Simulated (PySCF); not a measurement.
# Nd2O2F2: other functionals and bases at one geometry

One table from this session's results is given with a row withheld; the runs are named, their logs left out.

Program: PySCF 2.14.0. Level of theory: several levels, as the steps say, no spin–orbit coupling. These are calculated values, not measurements.

6 further runs of the same task are left out: 1 for a known fault of the program, 5 that didn't finish.

### The starting structure

6 atoms, charge 0, spin multiplicity 1.

Bond lengths: Nd1–Nd2 3.246 Å, Nd1–O3 2.109 Å, Nd1–O4 2.109 Å, Nd1–F5 2.089 Å, Nd2–O3 2.109 Å, Nd2–O4 2.109 Å, Nd2–F6 2.089 Å. Angles: Nd2–Nd1–O3 39.7°, Nd2–Nd1–O4 39.7°, Nd2–Nd1–F5 117.2°, O3–Nd1–O4 79.4°, O3–Nd1–F5 110.6°, O4–Nd1–F5 110.6°, Nd1–Nd2–O3 39.7°, Nd1–Nd2–O4 39.7°, Nd1–Nd2–F6 117.2°, O3–Nd2–O4 79.4°, O3–Nd2–F6 110.6°, O4–Nd2–F6 110.6°, Nd1–O3–Nd2 100.6°, Nd1–O4–Nd2 100.6°.

Geometry (Å):

```mol
F2Nd2O2
  3D, bonds by distance, orders not assigned

  6  7  0  0  0  0  0  0  0  0999 V2000
    0.0000   -0.7297    1.4500 Nd  0  0
    0.0000    0.7297   -1.4500 Nd  0  0
    1.3467   -0.0000    0.0000 O   0  0
   -1.3467   -0.0000    0.0000 O   0  0
    0.0000    0.5001    3.1382 F   0  0
    0.0000   -0.5001   -3.1382 F   0  0
  1  2  8  0
  1  3  8  0
  1  4  8  0
  1  5  8  0
  2  3  8  0
  2  4  8  0
  2  6  8  0
M  END
```

Formal oxidation states: Nd +3. Each metal's 3 4f electrons lie in its core potential, so multiplicities, spins and levels count the valence alone. An earlier session relaxed this geometry at PBE0, Nd lcecp-1-SVP with ECP49, O def2-SVP, F def2-SVP (singlet, point group C2h).

At PBE0 on the finer grid: E = -417.725975 Eh, HOMO -7.39 eV, LUMO -1.56 eV, Mulliken charge on Nd1 +1.10 e, largest force component 0.009 eV/Å. 

Levels to run: M06-L; TPSS; PBE; BP86; PBE0, TZVP. Hardware: 2 threads of Arm Neoverse V1, shared host.

Set-up of the first run:

run.py (the lines that set the calculation) reads:

```python
mol = gto.M(atom='''
Nd     0.00000    -0.72970     1.44996
Nd     0.00000     0.72970    -1.44996
O      1.34673     0.00000     0.00000
O     -1.34673     0.00000     0.00000
F      0.00000     0.50009     3.13822
F      0.00000    -0.50009    -3.13822''',
    basis={'Nd': 'lcecp-1-SVP', 'O': 'def2-SVP', 'F': 'def2-SVP'},
    ecp={'Nd': 'lcecp-1-SVP'},
    charge=0, spin=0)
mf = dft.RKS(mol, xc='M06L')
mf.grids.atom_grid = (75, 302)  # f atoms: unpruned, at least (60, 302)
mf = mf.density_fit()  # fitting sets: Nd AutoAux, O def2-universal-JKFIT, F def2-universal-JKFIT
mf.conv_tol = 1e-08; mf.max_cycle = 55
mf.kernel(dm0)  # dm0: the density of the relaxed state
```

Command:

```console
$ OMP_NUM_THREADS=2 python run.py
```

Steps of the session up to this table: M06-L; TPSS; PBE; BP86; PBE0, TZVP.

One table of the session follows, with a row left open; its other results are not shown here.

| level | HOMO (eV) | gap (eV) | charge on Nd1 (e) | largest force component (eV/Å) |
| --- | --- | --- | --- | --- |
| PBE0 (relaxed here) | -7.39 | 5.83 | 1.10 | 0.01 |
| M06-L | ? | ? | ? | ? |
| TPSS | -5.96 | 4.00 | 1.00 | 0.50 |
| PBE | -6.01 | 3.84 | 0.91 | 0.41 |
| BP86 | -6.10 | 4.04 | 0.93 | 0.46 |
| PBE0, TZVP | -7.41 | 5.87 | 1.48 | 0.23 |

**Question.** Estimate the row for M06-L.

As computed: HOMO (eV): -5.85; gap (eV): 4.57; charge on Nd1 (e): 1.19; largest force component (eV/Å): 0.46. In the column «HOMO (eV)» it is the highest.

In one basis the HOMO–LUMO gap runs from 3.84 eV (PBE) to 5.83 eV (PBE0). The largest leftover force, 0.50 eV/Å with TPSS, stands at a geometry relaxed at another level. With 4f in the core, its levels are missing from HOMO and gap, and its count is fixed, so no charge can pass from the ligands into it. Total energies of different levels can't be compared.
